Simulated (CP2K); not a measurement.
Zr3S2:

```xyz
5
Lattice="4.8371 0.0000 0.0000 1.3537 4.6438 0.0000 1.3537 1.0154 4.5314" Properties=species:S:1:pos:R:3 pbc="T T T"
Zr    4.9522    2.4857    0.7308
Zr    3.7723    1.6006    3.8006
Zr    2.5924    4.4026    2.2657
S     5.0173    3.7635    3.0135
S     2.5272    1.8957    1.5179
```

The cell comes from a database or a generator and needn't be the stable form of this composition.

Program: CP2K 2026.2. Alike in all runs: task band structure; no spin polarisation; cell as given; k mesh 6 × 6 × 6.

Task: Order these runs on this cell by their pressure, lowest first.
A. level PBE; potentials or basis POTENTIAL_UZH Zr GTH-PBE-q12, S GTH-PBE-q6; TZVP-MOLOPT-PBE-GTH basis; smearing fermi-dirac 0.0259 eV; EPS_DEFAULT 1.0E-9; NGRIDS 5; bands added on the path 4
B. level LDA; potentials or basis GTH_POTENTIALS Zr GTH-PADE-q12, S GTH-PADE-q6; TZVP-MOLOPT-PBE-GTH basis; smearing fermi-dirac 0.01 eV; EPS_DEFAULT 1.0E-9; NGRIDS 4; bands added on the path 6
C. level PBEsol; potentials or basis POTENTIAL_UZH Zr GTH-PBE-q12, S GTH-PBE-q6; TZVP-MOLOPT-PBE-GTH basis; smearing fermi-dirac 0.01 eV; EPS_DEFAULT 1.0E-10; NGRIDS 4; bands added on the path 2

Result: B (-7.9 GPa), C (-3.8 GPa), A (-0.1 GPa).

Caveats: the basis of atomic orbitals isn't converged, which shifts pressures, moduli and gaps; the potentials were made for another functional, which shifts forces and pressure (some runs).
